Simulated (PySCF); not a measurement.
# [HfH2]2+: other functionals and bases at one geometry

An exercise on one series of results from a longer session: the logs are not shown, and one member is left open.

Computed with PySCF 2.14.0. Level: several levels, as the steps say, no spin–orbit coupling.

1 further run of the same task is left out (for a known fault of the program).

## The system as given

3 atoms, charge 2, spin multiplicity 1.

Bond lengths: Hf1–H2 1.769 Å, Hf1–H3 1.769 Å. Angles: H2–Hf1–H3 95.6°.

Geometry (Å):

```xyz
3
charge 2, multiplicity 1
Hf    0.00000    0.00000   -0.27772
H     1.31079    0.00000    0.91013
H    -1.31079    0.00000    0.91013
```

Formal oxidation states: Hf +4. An earlier session relaxed this geometry at PBE0, Hf def2-SVP with ECP60, H def2-SVP (singlet, point group C2v).

At PBE0 on the finer grid: E = -48.261672 Eh, HOMO -21.97 eV, LUMO -16.82 eV, Mulliken charge on Hf1 +1.93 e, largest force component 0.006 eV/Å. 

Levels to run: wB97X; r2SCAN; PBE0, TZVP. Hardware: 2 threads of Arm Neoverse V2, shared host.

Set-up of the first run:

Contents of run.py (the lines that set the calculation):

```python
mol = gto.M(atom='''
Hf     0.00000     0.00000    -0.27772
H      1.31079     0.00000     0.91013
H     -1.31079     0.00000     0.91013''',
    basis={'Hf': 'def2-SVP', 'H': 'def2-SVP'},
    ecp={'Hf': 'def2-SVP'},
    charge=2, spin=0)
mf = dft.RKS(mol, xc='WB97X')
mf.grids.atom_grid = (75, 302)
mf = mf.density_fit()  # fitting sets: Hf def2-universal-JKFIT, H def2-universal-JKFIT
mf.conv_tol = 1e-08; mf.max_cycle = 55
mf.kernel(dm0)  # dm0: the density of the relaxed state
```

Run with:

```sh
$ OMP_NUM_THREADS=2 python run.py
```

Steps of the session up to this table: wB97X; r2SCAN; PBE0, TZVP.

One of the session's tables, all rows but one given; the rest of the session is left out.

| level | HOMO (eV) | gap (eV) | charge on Hf1 (e) | dipole (D) | largest force component (eV/Å) |
| --- | --- | --- | --- | --- | --- |
| PBE0 (relaxed here) | -21.97 | 5.16 | 1.93 | 1.92 | 0.01 |
| wB97X | ? | ? | ? | ? | ? |
| r2SCAN | -20.97 | 3.75 | 1.96 | 1.92 | 0.05 |
| PBE0, TZVP | -21.97 | 5.20 | 1.68 | 2.12 | 0.13 |

**Question.** Estimate the row for wB97X.

The run gave: HOMO (eV): -24.29; gap (eV): 10.22; charge on Hf1 (e): 1.99; dipole (D): 2.25; largest force component (eV/Å): 0.20. In the column «HOMO (eV)» it is the lowest.

The dipole of a charged species depends on the origin, so these sizes hold for this origin alone.

In one basis the HOMO–LUMO gap runs from 3.75 eV (r2SCAN) to 10.22 eV (wB97X). The largest leftover force, 0.20 eV/Å with wB97X, stands at a geometry relaxed at another level. Total energies of different levels can't be compared.
